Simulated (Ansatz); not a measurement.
Predict the output of the script below (Ansatz 0.2.0 through its Python package).

`scf_cscabr3.py`
```python
# -*- coding: utf-8 -*-
from pathlib import Path

import ansatz
import numpy as np

vectors = np.array([
    [5.708666, 0.0, 0.0],
    [0.0, 5.708666, 0.0],
    [0.0, 0.0, 5.708666],
])
structure = (
    ansatz.Lattice.of(vectors)
    .atom("Cs", (0.0, 0.0, 0.0))
    .atom("Ca", (0.5, 0.5, 0.5))
    .atom("Br", (0.5, 0.0, 0.5))
    .atom("Br", (0.0, 0.5, 0.5))
    .atom("Br", (0.5, 0.5, 0.0))
)

job = (
    structure.calculation()
    .kpoints(3)
    .occupations("Fixed")
    .initial_density(normalization="atom")
    .functional("pbesol", dispersion="D3(BJ)")
    .basis(380)
    .density()
    .potential()
    .electron_localization_function()
    .output_files(volumetric_format="npy")
    .band_table()
)
outcome = job.run(threads=1, pin="off")
summary = outcome.report

print(f"free energy      {summary['free_energy_ev']:.5f} eV")
print(f"per atom         {summary['free_energy_ev'] / len(outcome.lattice.sites):.5f} eV")
print(f"SCF iterations   {summary['n_iterations']}  (converged: {summary['converged']})")

folder = Path(outcome.write_results("fields"))
print("densities in e/A^3, potentials in eV, ELF without unit")
for name in sorted(p.name for p in folder.glob("*.npy")):
    field = np.load(folder / name)
    print(f"{name:16s} {str(field.shape):16s} min {field.min():10.4f}  mean {field.mean():10.4f}  max {field.max():10.4f}")

print("band  energy (eV)  occupation (first spin channel), at k =", summary["kpoints_frac"][0])
for band, (e, occ) in enumerate(zip(summary["eigenvalues_ev"][0], summary["occupations"][0]), start=1):
    print(f"{band:4d} {e:12.4f} {occ:9.4f}")

v = outcome.potential()
line = v.v_es_ev.mean(axis=(0, 1))
print("planar mean of the electrostatic potential along the third grid axis (eV):")
print(np.round(line[:: max(len(line) // 12, 1)], 3))
```

Output of `python scf_cscabr3.py`:
```text
DeckWarning: basis.ecutwfc = 380 eV is below the records' recommended 420 eV, and the density's cutoff is lower with it unless basis.ecutrho_ratio is high enough to keep the records' density cutoff: compare with a run at a higher cutoff
free energy      -15599.93432 eV
per atom         -3119.98686 eV
SCF iterations   7  (converged: True)
densities in e/A^3, potentials in eV, ELF without unit
elf.npy          (40, 40, 40)     min     0.0000  mean     0.3375  max     0.8968
rho.npy          (40, 40, 40)     min    -0.0672  mean     0.2150  max     6.9203
v_es.npy         (40, 40, 40)     min   -75.6829  mean     2.2454  max     8.5289
v_tot.npy        (40, 40, 40)     min  -123.8624  mean    -5.8684  max     5.3953
band  energy (eV)  occupation (first spin channel), at k = [0.0, 0.0, 0.0]
   1     -36.6726    2.0000
   2     -17.7943    2.0000
   3     -17.7943    2.0000
   4     -17.7943    2.0000
   5     -17.5361    2.0000
   6     -10.9013    2.0000
   7     -10.5773    2.0000
   8     -10.5773    2.0000
   9      -4.3326    2.0000
  10      -4.3326    2.0000
  11      -4.3326    2.0000
  12       0.3813    2.0000
  13       0.3813    2.0000
  14       0.3813    2.0000
  15       1.5677    2.0000
  16       1.5677    2.0000
  17       1.5677    2.0000
  18       1.8903    2.0000
  19       1.8903    2.0000
  20       1.8903    2.0000
  21       6.4427    0.0000
  22       6.7790    0.0000
  23       6.7790    0.0000
  24       6.7790    0.0000
  25       7.7253    0.0000
planar mean of the electrostatic potential along the third grid axis (eV):
[-1.219  0.665  4.867  6.842  6.454  2.727 -4.802 -6.209  0.093  5.836
  6.933  5.856  2.033 -1.007]
```
(Warnings from the package without file and line.)

Notes:
- These settings explore the input space; cutoff and mesh may be short of convergence.
- The cutoff lies under the one recommended for these potentials.
- The computed bands are complete only to about 5.7 eV above the Fermi level.
- The fields are valence quantities on the plane-wave grid; their values near the nuclei depend on the potentials.
- This cell is a computed structure, which may not be the phase found in nature.
- Levels are Kohn-Sham eigenvalues on this mesh, without spin-orbit coupling.
- Run time: 2.2 s on 1 thread of Arm Neoverse V1 (shared host), peak memory 0.4 GiB.
